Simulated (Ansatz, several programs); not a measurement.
Ag₂IBr as one 4-atom ordering (P4/mmm) on the rocksalt lattice, relaxed with PBE in Ansatz (plane waves, PAW): space group P4/mmm (No. 123), tetragonal; conventional cell a = 4.273 Å, c = 5.948 Å, 27.15 Å³ an atom. Br has 6 Ag at 2.97–3.02 Å; Ag has 2 Br at 2.97 Å and 4 I at 3.02 Å; I has 6 Ag at 2.97–3.02 Å; Ag has 2 I at 2.97 Å and 4 Br at 3.02 Å. The cell was then scaled with its shape and fractional coordinates held, which makes it stiffer than a relaxed compression. The structure was generated, not taken from experiment, and needn't be the ground state; spin polarisation is off.

```tsv
V (Å³/atom)	E (meV/atom)
25.523	12.64
26.338	2.93
27.153	0.00
28.782	9.93
```

**Question.** Pass a cubic E = c₀ + c₁u + c₂u² + c₃u³, with u = V − 26.949 Å³, through these points.

**Answer.** c₀ = 0.16, c₁ = -1.677, c₂ = 4.463, c₃ = -0.3493 (meV and Å³).

**Question.** Where is the minimum, and what bulk modulus follows?

**Answer.** dE/du = 0 at u = +0.192, so V₀ = 27.14 Å³. B = V₀ d²E/dV² = 27.14 × (2c₂ + 6c₃u) = 27.14 × 8.524 = 231 meV/Å³, and 1 meV/Å³ is 0.16022 GPa: 37 GPa. A third-order Birch-Murnaghan fit to all five points gives 27.15 Å³ and 37 GPa.

**Question.** Predict the energy and the pressure at the withheld volume, 27.967 Å³.

**Answer.** With u = +1.018: E ≈ 2.71 meV and P = −dE/dV ≈ -1.01 GPa. The run gives 2.67 meV and, from its stress, -1.01 GPa.
